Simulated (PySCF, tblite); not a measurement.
# C2H10OPSi3 radical: geometry, infrared bands and EPR parameters

Aim: predict the infrared bands and EPR parameters of C2H10OPSi3 radical (`C=C[Si@@]([SiH3])(P)[SiH2][O]`).

Computed with tblite 0.8.0 and PySCF 2.14.0, with density-fitted response routines of our own, on a single molecule in the gas phase. Atoms are numbered from 0 throughout.

**1. The starting structure**

17 atoms, charge 0, multiplicity 2; geometry from: force field or distance geometry start.

Bonds of the start (Å): C0–C1 1.31, C1–Si2 1.84, Si2–Si3 2.22, Si2–P4 2.20, Si2–Si5 2.25, Si5–O6 1.71, C0–H7 1.09, C0–H8 1.09, C1–H9 1.09, Si3–H10 1.47, Si3–H11 1.47, Si3–H12 1.47, P4–H13 1.44, P4–H14 1.44, Si5–H15 1.49, Si5–H16 1.44.

**2. Relaxing the molecule with GFN2-xTB**

Job settings and geometry (Å):

```
{"job": {"kind": "relax", "xc": "GFN2-xTB", "basis": "xTB"}, "charge": 0, "multiplicity": 2}
C     -0.820500     1.649500    -1.709200
C      0.206300     1.482800    -0.908500
Si     0.243100     0.067400     0.264800
Si     1.198300    -1.657500    -0.751700
P      1.272000     0.511100     2.157400
Si    -1.891000    -0.370800     0.835400
O     -1.966300    -2.013500     1.307800
H     -0.887300     2.477200    -2.413000
H     -1.641900     0.929300    -1.646200
H      1.043000     2.181900    -0.931300
H      1.859600    -2.437300     0.302700
H      2.211100    -1.246100    -1.729000
H      0.174300    -2.440000    -1.453100
H      2.515200     1.214800     1.986900
H      1.481700    -0.737900     2.851300
H     -2.178900     0.453100     2.044400
H     -2.825600    -0.052000    -0.218600
```

Command:

```sh
$ OMP_NUM_THREADS=1 python probes_run.py task.json out
```

The driver reads the jobs from task.json and runs them one after another.

**Question.** This job is followed by: GFN2-xTB harmonic vibrations, gas phase; UKS B3LYP, pcH-1 on C H O P Si, non-relativistic, mean-field spin-orbit, GIAO. Predict these results of the whole session: strongest single infrared mode (GFN2-xTB); zero-point energy (GFN2-xTB); g(iso) (B3LYP); ⟨S²⟩; largest a(iso) (averaged by class); potential on the surface of density 0.002 e/bohr³, 1st and 99th percentile.

The runs gave:

| quantity | value |
| --- | --- |
| strongest single infrared mode (GFN2-xTB) | 739 cm⁻¹, 665 km/mol |
| zero-point energy (GFN2-xTB) | 64.0 kcal/mol |
| g(iso) (B3LYP) | 2.00645 |
| ⟨S²⟩ | 0.763 (exact 0.75) |
| largest a(iso) (averaged by class) | 29Si on Si2, -171.6 MHz |
| potential on the surface of density 0.002 e/bohr³, 1st and 99th percentile | -2.16 V and 1.42 V |

In words: Over 139 steps the energy fell by 2.255 eV; of the close pairs, Si2–Si5 changed most, 2.252 to 2.885 Å. The frame itself reshapes: Si2···Si5 goes from 2.25 to 2.89 Å. No mode is imaginary among the 45: a minimum at this level. The strongest single mode, at 739 cm⁻¹, is spread over several atoms, H12, H10, H11 among them. GFN2-xTB is a fitted tight-binding method: band positions and strengths are rough. Its intensities can rank the bands wrongly. Si2 carries the largest spin population, 0.61 e. The isotropic g lies 4.1 ppt above the free-electron value. These values are for one conformer; the search (at its own cheap level) found 2 more, at 0.10, 0.76 kcal/mol, and measured spectra average over such forms.
